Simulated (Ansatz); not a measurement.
# Sn: the cost of one run

Method: DFT r2SCAN, scalar-relativistic, plane waves, PAW, in Ansatz 0.2.0.

2 further runs of the same task are left out: 2 set aside as unsound or not needed.

**1. The system as given**

It takes space group R-3m (No. 166, trigonal). Conventional cell: a = 2.456 Å, b = 2.456 Å, c = 21.736 Å, α = 90.00°, β = 90.00°, γ = 120.00°. Around C (site symmetry 3m) lie 3 C at 1.42 Å.

As a file:

```cif
data_structure
_symmetry_space_group_name_H-M 'R-3m:H'
_symmetry_Int_Tables_number 166
_cell_length_a 2.4557
_cell_length_b 2.4557
_cell_length_c 21.7358
_cell_angle_alpha 90.000
_cell_angle_beta 90.000
_cell_angle_gamma 120.000
_cell_volume 113.52
loop_
_atom_site_label
_atom_site_type_symbol
_atom_site_symmetry_multiplicity
_atom_site_Wyckoff_symbol
_atom_site_fract_x
_atom_site_fract_y
_atom_site_fract_z
_atom_site_occupancy
C1 C 6 c 0.00000 0.00000 0.91898 1
C2 C 6 c 0.33333 0.66667 0.91898 1
```

It goes back to an entry of the Materials Project, which need not be the stable form.

This cell was relaxed beforehand with the same method: volume 9.46 Å³/atom, gap on the mesh 0.19 eV.

**2. C → Sn: the starting cell**

Sn starts from the relaxed positions of C, with all lengths scaled by 1.474, a guess from tabulated radii.

**3. Quick check of gap, pressure and forces (Sn)**

File input.yaml:

```yaml
crystal:
  lattice:
    - [1.809541048, 1.0447390112, 10.6775679812]
    - [-1.809541048, 1.0447390112, 10.6775679812]
    - [0.0, -2.0894780224, 10.6775679812]
  atoms:
    - { symbol: Sn, position: [0.9189791265, 0.9189791265, 0.9189791265] }
    - { symbol: Sn, position: [0.2523091569, 0.2523091569, 0.2523091569] }
    - { symbol: Sn, position: [0.7476908431, 0.7476908431, 0.7476908431] }
    - { symbol: Sn, position: [0.0810208735, 0.0810208735, 0.0810208735] }
basis:
  ecutwfc: 500
kpoints:
  mp_grid: { grid: [6, 6, 6] }
hamiltonian:
  xc: r2scan
scf:
  occupations: { method: gaussian, width: 0.1 }
output:
  forces: true
  stress: true
  eigenvalues: true
```

Started as:

```console
ansatz run input.yaml --threads 1 --pin off --max-ram 2560MiB --backend cpu --events-out ev --progress --plain --runs-dir out
```

Q: Estimate wall time and peak memory on 1 thread of AMD EPYC 7R43 (Zen 3), shared host.

About 19 s, with a peak of 0.71 GiB.
